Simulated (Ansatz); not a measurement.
# C2H11NOSi2: the cost of one run

All numbers below are computed with Ansatz 0.2.0 (RKS PBE-D4/6-31G).

### 1 Starting point

Bond lengths (14 of 16 bonds, heavy atoms first): Si1–N2 1.820 Å, N2–C3 1.470 Å, N2–C7 1.470 Å, Si1–O11 1.680 Å, O11–Si12 1.680 Å, C3–H4 1.110 Å, C3–H5 1.110 Å, C3–H6 1.110 Å, C7–H8 1.110 Å, C7–H9 1.110 Å, C7–H10 1.110 Å, Si12–H13 1.460 Å, Si12–H14 1.460 Å, Si12–H15 1.460 Å. Angles (14 of 28 angles, heavy atoms first): Si1–N2–C3 120.0°, Si1–N2–C7 120.0°, C3–N2–C7 120.0°, N2–Si1–O11 109.4°, Si1–O11–Si12 125.0°, N2–Si1–H16 109.5°, N2–Si1–H17 109.5°, O11–Si1–H16 109.5°, O11–Si1–H17 109.5°, N2–C3–H4 109.5°, N2–C3–H5 109.5°, N2–C3–H6 109.5°, N2–C7–H8 109.5°, N2–C7–H9 109.5°.

Structure file:

```xyz
17

Si    0.0000    0.0000    0.0000
N     0.0000    0.0000    1.8200
C    -1.2162   -0.3762    2.5550
H    -1.8642   -0.9999    1.9045
H    -0.9378   -0.9533    3.4614
H    -1.7663    0.5401    2.8549
C     1.2162    0.3762    2.5550
H     1.4641   -0.4163    3.2916
H     2.0585    0.4943    1.8418
H     1.0457    1.3351    3.0874
O     1.5842    0.0000   -0.5594
Si    2.4906   -1.3762   -0.8866
H     1.6598   -2.3521   -1.5857
H     3.6318   -1.0202   -1.7249
H     2.9691   -1.9538    0.3660
H    -0.6877    1.1914   -0.4862
H    -0.6877   -1.1914   -0.4862
```

### 2 Preparing the start

input.yaml reads:

```yaml
crystal:
  periodic: [false, false, false]
  atoms:
    - { symbol: Si, position_ang: [0.0, 0.0, 0.0] }
    - { symbol: "N", position_ang: [0.0, 0.0, 1.82] }
    - { symbol: C, position_ang: [-1.2162, -0.3762, 2.555] }
    - { symbol: H, position_ang: [-1.8642, -0.9999, 1.9045] }
    - { symbol: H, position_ang: [-0.9378, -0.9533, 3.4614] }
    - { symbol: H, position_ang: [-1.7663, 0.5401, 2.8549] }
    - { symbol: C, position_ang: [1.2162, 0.3762, 2.555] }
    - { symbol: H, position_ang: [1.4641, -0.4163, 3.2916] }
    - { symbol: H, position_ang: [2.0585, 0.4943, 1.8418] }
    - { symbol: H, position_ang: [1.0457, 1.3351, 3.0874] }
    - { symbol: O, position_ang: [1.5842, 0.0, -0.5594] }
    - { symbol: Si, position_ang: [2.4906, -1.3762, -0.8866] }
    - { symbol: H, position_ang: [1.6598, -2.3521, -1.5857] }
    - { symbol: H, position_ang: [3.6318, -1.0202, -1.7249] }
    - { symbol: H, position_ang: [2.9691, -1.9538, 0.366] }
    - { symbol: H, position_ang: [-0.6877, 1.1914, -0.4862] }
    - { symbol: H, position_ang: [-0.6877, -1.1914, -0.4862] }
basis:
  gaussian: { orbitals: "6-31G" }
hamiltonian:
  xc: pbe
  dispersion: d4
relax:
  f_tol: 0.02
  max_steps: 40
```

Started as:

```sh
ansatz run input.yaml --threads 1 --pin off --max-ram 2048MiB --backend cpu --events-out ev --progress --plain --runs-dir out
```

**Question.** How long does this run take on 1 thread of Arm Neoverse V2, shared host, and how much memory does it need?

About 2.4 min, with a peak of 0.15 GiB.
